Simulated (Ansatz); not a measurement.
This script drives Ansatz 0.2.0, Python API.

`zeeman.py`:
```python
# -*- coding: utf-8 -*-
import warnings

import ansatz as az
import numpy as np
from pymatgen.core import Lattice, Structure
from pymatgen.io.ase import AseAtomsAdaptor

config = {
    "smearing_width": 0.1,
    "k_spacing": 0.32,
}


def main():
    warnings.simplefilter("ignore", az.DeckWarning)

    pmg_structure = Structure(
        Lattice([(6.23258708, 0.0, 0.0), (0.0, 6.23258708, 0.0), (0.0, 0.0, 6.23258708)]),
        ["Na", "Ba", "Ba", "Ba"],
        [
            (0.0, 0.0, 0.0),
            (0.0, 0.5, 0.5),
            (0.5, 0.0, 0.5),
            (0.5, 0.5, 0.0),
        ],
    )
    system = az.Crystal.from_ase(AseAtomsAdaptor.get_atoms(pmg_structure))

    calc = (
        system.calculation()
        .occupations(az.OccupationsMethod.COLD, width=config["smearing_width"])
        .functional(az.Functional.LDA)
        .kpoints(spacing=config["k_spacing"])
        .spin("collinear")
    )
    rows = []
    for tesla in [0, 100, 200, 400]:
        rep = (calc.magnetic_field(tesla) if tesla else calc).run(threads=1, backend="cpu").report
        rows.append((tesla, rep["magnetization_mub"], rep["free_energy_ev"], rep["components"].get("e_zeeman", 0.0)))
    for row in rows:
        print("; ".join(f"{name} = {round(v, 4) if isinstance(v, float) else v}" for name, v in zip(["B (T)", "moment muB", "F eV", "Zeeman term eV"], row)))
    slope = np.polyfit([row[0] for row in rows], [row[1] for row in rows], 1)[0]
    print(f"dM/dB = {1000 * slope:.4f} muB per 1000 T per cell")


if __name__ == "__main__":
    main()
```

It is started by `python zeeman.py`. How long does it take on 1 thread of Intel(R) Xeon(R) Platinum 8375C CPU @ 2.90GHz (Ice Lake), on a shared host, and how much memory does it need?

It took about 37 s, with a peak of 0.63 GiB, for 4 runs of the engine.

```console
$ python zeeman.py
RunWarning: this spin-polarised run has no starting moment large enough to seed its density, so its SCF can try parallel moments of its own, which can die out, and starts no order whose moments cancel. Behind that start scf.lower_state_search: light tries no other order and makes no probe for moments, and off searches [...]
B (T) = 0; moment muB = 0.0; F eV = -18804.8752; Zeeman term eV = 0.0
B (T) = 100; moment muB = 0.0696; F eV = -18804.8754; Zeeman term eV = -0.0004
B (T) = 200; moment muB = 0.1386; F eV = -18804.876; Zeeman term eV = -0.0016
B (T) = 400; moment muB = 0.2773; F eV = -18804.8784; Zeeman term eV = -0.0064
dM/dB = 0.6930 muB per 1000 T per cell
```
(Warnings from the package without file and line, shortened.)

Caveats:
- Absolute energies stand on the zero of these potentials, so only differences at equal settings mean something. A total without «per atom» is that of the cell as typed.
- The mesh is modest for a metal, so energies can be off by several to tens of meV an atom and pressures by half a GPa or more; differences at equal mesh fare better.
- The structure comes from a database of computed cells and needn't be a stable or known phase.
- Orbital magnetism is left out. The response of a metal hangs strongly on mesh and smearing, and a straight-line fit holds only where the moment is linear in the field.
- The script silences the warnings on its input, which a real study should read.

(A comment or docstring line of the script was reworded after the run, the code is as it ran; lines on the test bed's own set-up are left out of the output.)
